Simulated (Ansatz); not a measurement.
Working through a rigid scan of one bond length of BClFI, SMILES FB(Cl)I

Program: Ansatz's Python interface.

Run as a notebook:

**Cell 1**
```python
import ansatz
import numpy as np
```

**Cell 2**
```python
system = (
    ansatz.Crystal.molecule()
    .atom("F", (-0.0114, -1.5835, -0.4141))
    .atom("B", (0.0135, -0.1693, 0.0174))
    .atom("Cl", (0.6463, 0.2255, 1.6795))
    .atom("I", (-0.5929, 1.467, -1.3032))
)
```

**Cell 3**
```python
symbols = [site.symbol for site in system.cartesian_sites]
start = np.array([site.position_ang for site in system.cartesian_sites])
axis = (start[2] - start[1]) / np.linalg.norm(start[2] - start[1])
moving = [2]
lengths, energies = [1.55, 1.68, 1.82, 2.0, 2.28, 2.73, 3.28, 4.01], []
for length in lengths:
    xyz = start.copy()
    xyz[moving] += (length - np.linalg.norm(start[2] - start[1])) * axis
    point = ansatz.Crystal.molecule()
    for symbol, place in zip(symbols, xyz):
        point = point.atom(symbol, place.tolist())
    base = point.calculation().basis(gaussian="def2-SVP").functional("PBE").spin("collinear")
    r = base.run().report
    energies.append(r["free_energy_ev"])
    print(f"r = {length:6.3f} A  E = {energies[-1]:.5f} eV  <S^2> = {abs(r['mean_field']['state']['spin_squared']):.3f}")
```
Output:
```text
r =  1.550 A  E = -24003.40427 eV  <S^2> = 0.000
r =  1.680 A  E = -24003.94940 eV  <S^2> = 0.000
r =  1.820 A  E = -24003.91645 eV  <S^2> = 0.000
r =  2.000 A  E = -24003.43230 eV  <S^2> = 0.000
r =  2.280 A  E = -24002.38004 eV  <S^2> = 0.000
r =  2.730 A  E = -24000.83063 eV  <S^2> = 0.000
r =  3.280 A  E = -23999.59448 eV  <S^2> = 0.277
r =  4.010 A  E = -23999.02696 eV  <S^2> = 0.724
```

**Cell 4**
```python
print("energy above the lowest point (eV):", [round(e - min(energies), 3) for e in energies])
```
Output:
```text
energy above the lowest point (eV): [0.545, 0.0, 0.033, 0.517, 1.569, 3.119, 4.355, 4.922]
```

Total energies depend on the basis set; only differences at equal settings carry meaning. The rest of the molecule is held rigid at a force-field or estimated start geometry, and the basis set is modest; single-reference methods fail as a bond breaks. def2 sets replace the cores of elements past krypton by effective core potentials. The expectation value of S² is noticeably off S(S+1) in at least one run, so that state is spin-contaminated. Hardware and time: 47 s on 1 thread of Arm Neoverse V1 (shared host), peak memory 0.22 GiB.

(Lines on the test bed's own set-up are left out of the output.)
